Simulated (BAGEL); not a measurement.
# GeH3SCl (SMILES [SH][GeH2][Cl]): B3LYP/aug-cc-pVDZ (density fitting with qzvpp-jkfit)

Aim: the energy change on altering one bond length of GeH3SCl at B3LYP/aug-cc-pVDZ (density fitting with qzvpp-jkfit), from 2 runs. 

The results are computed with BAGEL 1.2.2.

**1. The molecule**

GeH3SCl has 6 atoms, charge 0, and is taken as a singlet. As SMILES, `[SH][GeH2][Cl]`. The shape is that of a PBE0-D4/def2-TZVP optimisation. This is one conformer, not always the lowest.

Bond lengths: S1–Ge2 2.205 Å, Ge2–Cl3 2.156 Å, S1–H4 1.343 Å, Ge2–H5 1.532 Å, Ge2–H6 1.530 Å. Angles: S1–Ge2–Cl3 110.8°, S1–Ge2–H5 111.4°, S1–Ge2–H6 106.8°, Cl3–Ge2–H5 105.9°, Cl3–Ge2–H6 107.6°, Ge2–S1–H4 94.0°, H5–Ge2–H6 114.3°.

**2. The energy at B3LYP/aug-cc-pVDZ (density fitting with qzvpp-jkfit)**

File calc.json:

```json
{ "bagel": [

{
  "title": "molecule",
  "basis": "aug-cc-pvdz.json",
  "df_basis": "qzvpp-jkfit",
  "angstrom": true,
  "geometry": [
    { "atom": "S", "xyz": [   -1.173700,   -1.328000,   -0.086900 ] },
    { "atom": "Ge", "xyz": [    0.432700,    0.138800,    0.275500 ] },
    { "atom": "Cl", "xyz": [   -0.360100,    2.143100,    0.341600 ] },
    { "atom": "H", "xyz": [   -1.332800,   -0.975800,   -1.373400 ] },
    { "atom": "H", "xyz": [    1.461900,    0.131100,   -0.858600 ] },
    { "atom": "H", "xyz": [    1.014100,   -0.173200,    1.655700 ] }
  ]
},
{ "title": "ks", "xc_func": "b3lyp", "charge": 0 },
{ "title": "print", "file": "orbitals.molden", "orbitals": true }

]}
```

The basis set aug-cc-pVDZ is read from a file made from the Basis Set Exchange's data (not shown).

On the command line:

```sh
$ BAGEL_NUM_THREADS=1 BAGEL calc.json > calc.out
```

Log:

```text
* using 1 threads per process

  ===============================================================
  ===============================================================

  *** Geometry ***

  { "atom" : "S", "xyz" : [     -2.217972,     -2.509556,     -0.164217 ] },
  { "atom" : "Ge", "xyz" : [      0.817684,      0.262294,      0.520620 ] },
  { "atom" : "Cl", "xyz" : [     -0.680490,      4.049872,      0.645530 ] },
  { "atom" : "H", "xyz" : [     -2.518627,     -1.843995,     -2.595350 ] },
  { "atom" : "H", "xyz" : [      2.762591,      0.247743,     -1.622519 ] },
  { "atom" : "H", "xyz" : [      1.916371,     -0.327301,      3.128820 ] },

  Number of auxiliary basis functions:      576

  Since a DF basis is specified, we compute 2- and 3-index integrals:
    o Being stored without compression. Storage requirement is 0.063 GB

  Number of basis functions:      117
  Number of electrons      :       68

    * METHOD: MOLECULE                             0.71

  *** Kohn-Sham DFT ***

    * Removing 10042 points whose weight is below 1.00e-10
    * Grid points: 79394

  === Nuclear Repulsion ===
   345.7382606894

       - DIIS with orbital gradients will be used.

  === KS iteration (b3lyp / aug-cc-pvdz.json) ===
      0      -2915.37721204          0.07851506           0.81
      1      -2812.17918207          0.19013440           0.77
      2      -2911.29734909          0.07634998           0.77
      3      -2891.96830127          0.14008967           0.78
      4      -2934.83523188          0.06046982           0.78
      5      -2933.27314905          0.06429926           0.78
      6      -2935.53164351          0.04875157           0.78
      7      -2936.34095331          0.03589023           0.78
      8      -2936.50373435          0.02999478           0.78
      9      -2937.27356886          0.00628242           0.77
     10      -2937.31339142          0.00250151           0.77
     11      -2937.31844835          0.00059303           0.77
     12      -2937.31866793          0.00017908           0.77
     13      -2937.31868781          0.00003204           0.78
     14      -2937.31868865          0.00000632           0.77
     15      -2937.31868869          0.00000195           0.77
     16      -2937.31868869          0.00000065           0.77
     17      -2937.31868869          0.00000018           0.77
     18      -2937.31868869          0.00000006           0.77
     19      -2937.31868869          0.00000003           0.77
     20      -2937.31868869          0.00000001           0.77
    * SCF iteration converged.

    * Permanent dipole moment:
           (   -0.445333,     0.426087,     0.250508) a.u.

    * METHOD: KS                                  17.05

    * METHOD: PRINT                                0.07

  ===============================================================
```

It took 18 s on 1 thread of Arm Neoverse N1, shared host; peak memory 0.49 GiB.

**3. The distorted shape**

File job.json:

```json
{ "bagel" : [

{
  "title" : "molecule",
  "basis" : "aug-cc-pvdz.json",
  "df_basis" : "qzvpp-jkfit",
  "angstrom" : "true",
  "geometry" : [
    { "atom" : "S", "xyz" : [   -1.348137,   -1.234391,   -0.501001 ] },
    { "atom" : "Ge", "xyz" : [    0.258263,    0.232409,   -0.138601 ] },
    { "atom" : "Cl", "xyz" : [   -0.534537,    2.236709,   -0.072501 ] },
    { "atom" : "H", "xyz" : [   -1.507237,   -0.882191,   -1.787501 ] },
    { "atom" : "H", "xyz" : [    1.287463,    0.224709,   -1.272701 ] },
    { "atom" : "H", "xyz" : [    1.014100,   -0.173200,    1.655700 ] }
  ]
},
{
  "title" : "ks",
  "xc_func" : "b3lyp"
},
{
  "title" : "print",
  "file" : "orbitals.molden",
  "orbitals" : "true"
}

]}
```

The basis set aug-cc-pVDZ is read from a file made from the Basis Set Exchange's data (not shown).

On the command line:

```sh
$ BAGEL_NUM_THREADS=1 BAGEL job.json > job.out
```

Log:

```text
* using 1 threads per process

  ===============================================================
  ===============================================================

  *** Geometry ***

  { "atom" : "S", "xyz" : [     -2.547610,     -2.332661,     -0.946755 ] },
  { "atom" : "Ge", "xyz" : [      0.488046,      0.439189,     -0.261918 ] },
  { "atom" : "Cl", "xyz" : [     -1.010129,      4.226767,     -0.137007 ] },
  { "atom" : "H", "xyz" : [     -2.848265,     -1.667099,     -3.377887 ] },
  { "atom" : "H", "xyz" : [      2.432952,      0.424638,     -2.405056 ] },
  { "atom" : "H", "xyz" : [      1.916371,     -0.327301,      3.128820 ] },

  Number of auxiliary basis functions:      576

  Since a DF basis is specified, we compute 2- and 3-index integrals:
    o Being stored without compression. Storage requirement is 0.063 GB

  Number of basis functions:      117
  Number of electrons      :       68

    * METHOD: MOLECULE                             0.71

  *** Kohn-Sham DFT ***

    * Removing 9734 points whose weight is below 1.00e-10
    * Grid points: 79702

  === Nuclear Repulsion ===
   342.5447004176

       - DIIS with orbital gradients will be used.

  === KS iteration (b3lyp / aug-cc-pvdz.json) ===
      0      -2916.11890258          0.07553606           0.81
      1      -2818.32764463          0.18274957           0.77
      2      -2911.74317104          0.06073705           0.77
      3      -2803.82443784          0.17518350           0.77
      4      -2908.36146630          0.11358059           0.78
      5      -2928.67863297          0.09280407           0.77
      6      -2838.27634636          0.24250119           0.77
      7      -2837.58522952          0.21738322           0.77
      8      -2916.31975962          0.08940405           0.77
      9      -2931.63966816          0.07769639           0.77
     10      -2936.54717025          0.03012440           0.77
     11      -2936.77055282          0.02218255           0.78
     12      -2937.20964752          0.00892428           0.78
     13      -2937.27657968          0.00269428           0.79
     14      -2937.28196514          0.00121879           0.78
     15      -2937.28331192          0.00026151           0.79
     16      -2937.28338024          0.00004837           0.78
     17      -2937.28338239          0.00000938           0.78
     18      -2937.28338248          0.00000367           0.78
     19      -2937.28338249          0.00000092           0.78
     20      -2937.28338249          0.00000057           0.78
     21      -2937.28338249          0.00000004           0.78
     22      -2937.28338249          0.00000003           0.78
     23      -2937.28338249          0.00000001           0.78
    * SCF iteration converged.

    * Permanent dipole moment:
           (   -0.311164,     0.360128,     0.465624) a.u.

    * METHOD: KS                                  19.50

    * METHOD: PRINT                                0.06

  ===============================================================
```

Wall time 21 s (1 thread of Arm Neoverse N1, shared host); peak memory 0.49 GiB.

**4. What came out**

Level: B3LYP/aug-cc-pVDZ (density fitting with qzvpp-jkfit).

| quantity | value |
| --- | --- |
| first shape: total energy | -2937.31869 Eh |
| first shape: dipole moment | 1.69 D |
| first shape: HOMO energy | -7.60 eV |
| first shape: LUMO energy | -1.16 eV |
| first shape: HOMO–LUMO gap | 6.44 eV |
| distorted shape: total energy | -2937.28338 Eh |
| distorted shape: dipole moment | 1.69 D |
| distorted shape: HOMO energy | -7.71 eV |
| distorted shape: LUMO energy | -2.02 eV |
| distorted shape: HOMO–LUMO gap | 5.69 eV |
| energy change with the Ge2–H6 bond stretched from 1.530 to 1.989 Å | 0.961 eV |

What this shows: With the Ge2–H6 bond stretched from 1.530 to 1.989 Å the energy rises by 0.96 eV (92.7 kJ/mol). The first shape isn't relaxed at this level, so the change isn't measured from a minimum.
